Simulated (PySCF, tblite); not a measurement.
# C₁₀H₁₆S: excited states

What do calculations give for the excited states of C₁₀H₁₆S (`CSC1=C=CCCCCCC1`)?

Programs: tblite 0.8.0 and PySCF 2.14.0, with routines of our own; each step states its level. All values are computed. Atoms count from 0.

### 1 The starting structure

27 atoms, charge 0, multiplicity 1; geometry from: force field or distance geometry start.

### 2 Relaxing the molecule with GFN2-xTB

Job settings and geometry (Å):

```
{"job": {"kind": "relax", "xc": "GFN2-xTB", "basis": "xTB"}, "charge": 0, "multiplicity": 1}
C      3.292200    -0.666800     1.409000
S      3.270700     0.263100    -0.156100
C      1.573500     0.320200    -0.449800
C      0.971800    -0.785300    -0.779400
C      0.294400    -1.869000    -1.051300
C     -1.171700    -2.080800    -0.770800
C     -1.847500    -0.959700     0.032700
C     -1.977400     0.352500    -0.747700
C     -1.681800     1.599600     0.073300
C     -0.264400     1.743800     0.632300
C      0.860800     1.661900    -0.421000
H      2.909600    -1.685200     1.263200
H      4.303200    -0.720500     1.796700
H      2.671000    -0.160000     2.156100
H      0.806200    -2.663200    -1.575500
H     -1.699700    -2.225000    -1.704500
H     -1.260700    -3.014400    -0.203500
H     -1.315400    -0.822700     0.981800
H     -2.854800    -1.299300     0.320100
H     -1.361100     0.351000    -1.650000
H     -3.020500     0.424800    -1.111600
H     -1.899500     2.480000    -0.555000
H     -2.385700     1.661900     0.924000
H     -0.099800     1.019300     1.438200
H     -0.205100     2.739400     1.104100
H      0.475300     1.909200    -1.412800
H      1.596300     2.451700    -0.180000
```

Started as:

```
OMP_NUM_THREADS=1 python excited_run.py task.json out
```

The driver reads the jobs from task.json and runs them one after another.

The log of the run:

```text
step      E/eV     max force
  0    -890.05888    1.917
  1    -890.19985    1.171
  2    -890.28374    1.576
  3    -890.36332    0.920
  4    -890.45848    1.031
  5    -890.53837    0.976
  6    -890.61174    0.663
  7    -890.67675    0.599
  8    -890.73848    0.698
  9    -890.80410    0.784
 10    -890.85452    0.609
 11    -890.89579    0.601
 12    -890.94032    0.552
 13    -890.98972    0.559
 14    -891.03406    0.506
 15    -891.06526    0.419
 16    -891.08338    0.322
 17    -891.09625    0.265
 18    -891.10973    0.329
 19    -891.12135    0.244
 20    -891.12949    0.194
 21    -891.13567    0.185
 22    -891.14350    0.208
 23    -891.15271    0.234
 24    -891.16242    0.218
 25    -891.17143    0.214
 26    -891.17992    0.178
 27    -891.18816    0.208
 28    -891.19577    0.178
 29    -891.20193    0.141
 30    -891.20701    0.165
 31    -891.21156    0.150
 32    -891.21549    0.200
 33    -891.21859    0.150
 34    -891.22125    0.113
 35    -891.22409    0.132
 36    -891.22772    0.142
 37    -891.23252    0.172
 38    -891.23870    0.203
 39    -891.24709    0.233
 40    -891.25880    0.321
 41    -891.27346    0.322
 42    -891.28840    0.250
 43    -891.30144    0.259
 44    -891.31180    0.258
 45    -891.32079    0.265
 46    -891.32945    0.211
 47    -891.33593    0.215
 48    -891.34228    0.204
 49    -891.34841    0.162
 50    -891.35730    0.190
 51    -891.36282    0.195
 52    -891.37079    0.156
 53    -891.37644    0.159
 54    -891.38272    0.156
 55    -891.38899    0.176
 56    -891.39432    0.197
 57    -891.39828    0.133
 58    -891.40121    0.119
 59    -891.40418    0.117
 60    -891.40624    0.108
 61    -891.40824    0.083
 62    -891.40995    0.096
 63    -891.41201    0.102
 64    -891.41426    0.111
 65    -891.41624    0.080
 66    -891.41755    0.084
 67    -891.41844    0.073
 68    -891.41929    0.068
 69    -891.42036    0.070
 70    -891.42150    0.064
 71    -891.42241    0.051
 72    -891.42297    0.054
 73    -891.42339    0.055
 74    -891.42383    0.050
 75    -891.42433    0.047
 76    -891.42484    0.050
 77    -891.42536    0.059
 78    -891.42598    0.062
 79    -891.42683    0.078
 80    -891.42786    0.084
 81    -891.42878    0.063
 82    -891.42945    0.045
 83    -891.42998    0.044
 84    -891.43057    0.071
 85    -891.43118    0.066
 86    -891.43170    0.050
 87    -891.43206    0.041
 88    -891.43236    0.037
 89    -891.43266    0.042
 90    -891.43298    0.042
 91    -891.43330    0.042
 92    -891.43370    0.043
 93    -891.43416    0.064
 94    -891.43469    0.067
 95    -891.43527    0.072
 96    -891.43592    0.052
 97    -891.43661    0.060
 98    -891.43747    0.093
 99    -891.43834    0.125
100    -891.43972    0.082
101    -891.44072    0.096
102    -891.44258    0.088
103    -891.44384    0.089
104    -891.44457    0.071
105    -891.44564    0.080
106    -891.44635    0.058
107    -891.44739    0.042
108    -891.44812    0.060
109    -891.44898    0.063
110    -891.44959    0.077
111    -891.45006    0.041
112    -891.45039    0.058
113    -891.45074    0.053
114    -891.45122    0.050
115    -891.45179    0.042
116    -891.45218    0.045
117    -891.45258    0.039
118    -891.45305    0.038
119    -891.45362    0.045
120    -891.45401    0.053
121    -891.45431    0.058
122    -891.45459    0.032
123    -891.45485    0.020
124    -891.45498    0.021
125    -891.45511    0.017
126    -891.45522    0.021
127    -891.45531    0.020
128    -891.45539    0.017
129    -891.45547    0.020
130    -891.45557    0.023
131    -891.45567    0.021
132    -891.45575    0.019
133    -891.45582    0.020
134    -891.45589    0.018
135    -891.45595    0.016
136    -891.45600    0.015
137    -891.45603    0.011
138    -891.45606    0.009
```

It took 2.7 s on 1 thread of Arm Neoverse N1, shared host; peak memory 0.18 GiB.

Relaxation path: (not every step is listed)

| step | energy from step 0 (eV) | largest force (eV/Å) |
| --- | --- | --- |
| 0 | 0.0000 | 1.9168 |
| 1 | -0.1410 | 1.1706 |
| 2 | -0.2249 | 1.5764 |
| 3 | -0.3044 | 0.9196 |
| 4 | -0.3996 | 1.0311 |
| 5 | -0.4795 | 0.9764 |
| 6 | -0.5529 | 0.6632 |
| 7 | -0.6179 | 0.5991 |
| 8 | -0.6796 | 0.6981 |
| 20 | -1.0706 | 0.1938 |
| 32 | -1.1566 | 0.1996 |
| 44 | -1.2529 | 0.2579 |
| 56 | -1.3354 | 0.1969 |
| 68 | -1.3604 | 0.0677 |
| 80 | -1.3690 | 0.0839 |
| 92 | -1.3748 | 0.0427 |
| 104 | -1.3857 | 0.0715 |
| 116 | -1.3933 | 0.0453 |
| 128 | -1.3965 | 0.0170 |
| 133 | -1.3969 | 0.0203 |
| 134 | -1.3970 | 0.0181 |
| 135 | -1.3971 | 0.0158 |
| 136 | -1.3971 | 0.0146 |
| 137 | -1.3972 | 0.0108 |
| 138 | -1.3972 | 0.0094 |

Close pairs (by a distance rule), those that changed most:

| bond | before (Å) | after (Å) | change (Å) |
| --- | --- | --- | --- |
| S1–C2 | 1.723 | 1.784 | +0.061 |
| C2–C10 | 1.520 | 1.503 | -0.016 |
| C10–H26 | 1.106 | 1.092 | -0.014 |
| C7–H20 | 1.107 | 1.093 | -0.014 |
| C8–H22 | 1.106 | 1.093 | -0.013 |
| C9–H24 | 1.103 | 1.092 | -0.011 |
| C0–H11 | 1.098 | 1.087 | -0.011 |
| C5–H15 | 1.082 | 1.093 | +0.011 |

The next job starts from the end point, and lists it.

### 3 Vibrational analysis with GFN2-xTB

Job settings and geometry (Å):

```
{"job": {"kind": "ir", "xc": "GFN2-xTB", "basis": "xTB"}, "charge": 0, "multiplicity": 1}
C      2.882672    -1.215152     1.276278
S      2.663127     0.553775     0.955995
C      1.408114     0.495182    -0.311230
C      1.040568    -0.626030    -0.858307
C      0.376464    -1.691116    -1.197237
C     -0.882716    -2.077600    -0.454254
C     -1.456842    -0.894283     0.329844
C     -1.852998     0.251034    -0.611113
C     -1.731217     1.657006    -0.019239
C     -0.328479     2.109080     0.409292
C      0.797890     1.836978    -0.605976
H      3.243345    -1.700525     0.373508
H      3.613123    -1.303994     2.073762
H      1.933272    -1.645492     1.582444
H      0.662410    -2.311516    -2.035749
H     -1.616975    -2.431455    -1.182751
H     -0.668933    -2.908880     0.225560
H     -0.705312    -0.549136     1.039280
H     -2.324443    -1.224327     0.904664
H     -1.236590     0.202217    -1.508814
H     -2.889942     0.108925    -0.926470
H     -2.099029     2.357672    -0.773904
H     -2.388164     1.740355     0.850489
H     -0.057953     1.638005     1.356198
H     -0.379838     3.183729     0.597898
H      0.410153     1.868653    -1.624682
H      1.568400     2.603317    -0.502899
```

The log of the run:

```text
mode    cm-1     km/mol
  1      49.1      2.21
  2      77.8      1.77
  3     105.5      0.79
  4     138.8      0.14
  5     171.4      0.46
  6     189.7      2.19
  7     215.1      0.07
  8     229.1      0.82
  9     252.9      0.85
 10     272.6      0.53
 11     331.8      0.80
 12     349.7      0.81
 13     385.2      0.40
 14     471.0      2.13
 15     487.5      1.34
 16     520.9      2.36
 17     597.6      0.65
 18     630.9     22.10
 19     738.8     11.48
 20     746.6     10.20
 21     780.4     10.26
 22     802.0      3.15
 23     861.5      4.53
 24     879.3      0.66
 25     920.6      8.36
 26     948.5      2.87
 27     951.4      5.16
 28     965.1     18.78
 29     969.0      1.84
 30    1022.4     14.36
 31    1029.9      1.19
 32    1072.3      3.09
 33    1091.3     11.43
 34    1104.8     10.16
 35    1143.5      2.59
 36    1151.0      1.04
 37    1159.4      1.10
 38    1179.7      0.29
 39    1206.3      1.38
 40    1227.7      2.88
 41    1252.9      0.88
 42    1288.7      0.06
 43    1304.6      0.50
 44    1314.2      1.88
 45    1316.7      2.38
 46    1318.9      2.52
 47    1353.1      0.75
 48    1364.6      1.53
 49    1379.4      0.49
 50    1426.8      2.48
 51    1442.3      4.55
 52    1449.7      7.52
 53    1462.9      1.99
 54    1472.6      0.52
 55    1486.9      0.50
 56    1493.7      1.42
 57    1496.6      1.91
 58    1502.9      3.32
 59    2032.9      6.17
 60    2929.3     40.58
 61    2953.4     15.33
 62    2958.8     21.26
 63    2963.0     27.26
 64    2965.5     15.95
 65    2973.8     68.99
 66    2978.2     47.93
 67    2981.1    110.93
 68    2988.4     35.57
 69    2994.5     35.85
 70    3005.0     17.88
 71    3013.2     79.10
 72    3024.9      6.26
 73    3027.7      6.37
 74    3037.9     52.17
 75    3059.9      5.57
```

Run time: 2.8 s. Hardware: 1 thread of Arm Neoverse N1, shared host; peak memory 0.18 GiB.

Which atoms move in the most intense modes:

| cm⁻¹ | km/mol | atoms |
| --- | --- | --- |
| 2929 | 40.6 | H16 82 % |
| 2974 | 69.0 | H21 31 %, H22 28 %, H18 13 % |
| 2978 | 47.9 | H26 56 %, H23 17 %, H25 13 % |
| 2981 | 110.9 | H18 56 %, H20 17 % |
| 2988 | 35.6 | H23 32 %, H24 28 %, H26 20 %, H25 13 % |
| 2994 | 35.9 | H25 64 %, H23 20 % |
| 3013 | 79.1 | H17 65 %, H19 19 % |
| 3038 | 52.2 | H14 92 % |

### 4 Excited states: TDA PBE0/def2-SVP

The job, as its differences from that of step 3:

```diff
@@ -1,2 +1,2 @@
-{"job": {"kind": "ir", "xc": "GFN2-xTB", "basis": "xTB"}, "charge": 0, "multiplicity": 1}
+{"job": {"kind": "states", "xc": "PBE0", "basis": "def2-SVP", "tda": true, "soc": true, "nstates": 8, "ntriplets": 4, "nquad": 4}, "charge": 0, "multiplicity": 1}
 C      2.882672    -1.215152     1.276278
```

Level: TDA PBE0/def2-SVP excited states, vertical, gas phase, spin-orbit mean-field couplings.

The log of the run:

```text
coarse grid: 22408 points
cycle   1  E = -787.6586414736  dE =  1.327e+00  |g| = 4.302e-01  |ddm| = 5.615e+00
cycle   2  E = -787.6456533611  dE =  1.299e-02  |g| = 5.043e-01  |ddm| = 1.162e+00
cycle   3  E = -787.7121351786  dE = -6.648e-02  |g| = 7.982e-02  |ddm| = 7.187e-01
cycle   4  E = -787.7133801439  dE = -1.245e-03  |g| = 4.353e-02  |ddm| = 1.872e-01
cycle   5  E = -787.7138577002  dE = -4.776e-04  |g| = 1.142e-02  |ddm| = 6.913e-02
cycle   6  E = -787.7138884718  dE = -3.077e-05  |g| = 3.242e-03  |ddm| = 2.041e-02
cycle   7  E = -787.7138908829  dE = -2.411e-06  |g| = 1.132e-03  |ddm| = 4.846e-03
final grid: 209784 points
cycle   8  E = -787.8130640738  dE = -9.855e-05  |g| = 1.137e-02  |ddm| = 8.504e-02
cycle   9  E = -787.8130455853  dE =  1.849e-05  |g| = 1.401e-02  |ddm| = 3.045e-02
cycle  10  E = -787.8130988898  dE = -5.330e-05  |g| = 1.521e-03  |ddm| = 1.933e-02
cycle  11  E = -787.8130994491  dE = -5.593e-07  |g| = 6.520e-04  |ddm| = 3.328e-03
cycle  12  E = -787.8130995596  dE = -1.105e-07  |g| = 1.329e-04  |ddm| = 1.019e-03
cycle  13  E = -787.8130995636  dE = -4.006e-09  |g| = 4.978e-05  |ddm| = 2.658e-04
cycle  14  E = -787.8130995642  dE = -6.687e-10  |g| = 1.186e-05  |ddm| = 7.995e-05
converged SCF energy = -787.8130995642

Singlet excitations
state   eV       nm        f     d(h-e)  d(exc)  Lambda  PR(NTO)  |dmu|/D   mu/D   main configurations
  1   4.5052   275.2   0.00110   1.032   3.048   0.598   1.018    2.246    1.421   H->L 0.93
  2   5.8302   212.7   0.03912   0.473   3.071   0.670   1.157    1.226    1.856   H->L+1 0.44, H-1->L+1 0.23, H-1->L 0.19
  3   5.9216   209.4   0.02316   0.290   2.946   0.541   1.245    1.185    1.786   H->L+2 0.65, H->L+1 0.13
  4   6.1540   201.5   0.10295   0.395   3.000   0.598   1.433    0.901    1.496   H-1->L+1 0.47, H->L+1 0.22, H->L+2 0.15
  5   6.6211   187.3   0.00259   1.652   3.929   0.405   1.242                     H->L+3 0.65, H->L+2 0.13, H-2->L 0.09
  6   6.6795   185.6   0.01232   0.839   3.471   0.561   1.505                     H-2->L 0.60, H->L+3 0.14, H-1->L 0.13
  7   7.0732   175.3   0.38048   0.549   3.644   0.627   1.647                     H-1->L 0.38, H-1->L+1 0.13, H-2->L 0.12
  8   7.1954   172.3   0.07418   2.332   4.534   0.405   1.287                     H->L+4 0.66, H->L+3 0.12

Triplet excitations (Tamm-Dancoff)
state   eV     d(h-e)  d(exc)  Lambda  PR(NTO)   main configurations
  1   3.7955   0.534   2.706   0.625   1.089   H->L 0.65, H->L+1 0.20
  2   4.2738   0.607   2.819   0.668   1.097   H->L+1 0.68, H->L 0.21
  3   4.3931   0.045   2.561   0.743   1.060   H-1->L 0.78, H->L 0.10
  4   5.4100   0.465   2.673   0.506   1.291   H->L+2 0.71
S1 - T1 = 0.7097 eV

Spin-orbit couplings |<S|Hso|T>| (cm-1)
             T1       T2       T3       T4
S0       43.751   63.766   36.255  121.308
S1       22.236   11.966   28.501   36.131
S2       31.149   11.721   10.575   21.853
S3       22.149   30.141   14.271    9.776
S4       10.121   25.193   20.795   14.610
S5        6.881    5.355    7.086    9.442
S6       13.644   19.521   19.110   15.324
S7       11.217   21.199   25.400   21.034
S8        7.317   10.020    3.355   15.576
T1 sublevels (cm-1): 0.000 0.014 0.052   radiative rates (1/s): 26.8 63.1 290
```

Run time: 2.7 min. Hardware: 1 thread of Arm Neoverse N1, shared host; peak memory 0.94 GiB.

From this job:

| quantity | value |
| --- | --- |
| S1 less T1 | 0.71 eV |

### 5 Outcome

```
                                 quantity                  value
strongest single infrared mode (GFN2-xTB)  2981 cm⁻¹, 111 km/mol
             zero-point energy (GFN2-xTB)         146.4 kcal/mol
   S1 less T1 (step 4, TDA PBE0/def2-SVP)                0.71 eV
```

What this shows: No mode is imaginary among the 75: a minimum at this level. Unscaled tight-binding wavenumbers are off by several per cent, some by more. Its intensities can rank the bands wrongly. In step 4, the number of triplets below S1 is 3, and the largest singlet-triplet spin-orbit coupling is S0–T4, 121.31 cm⁻¹.
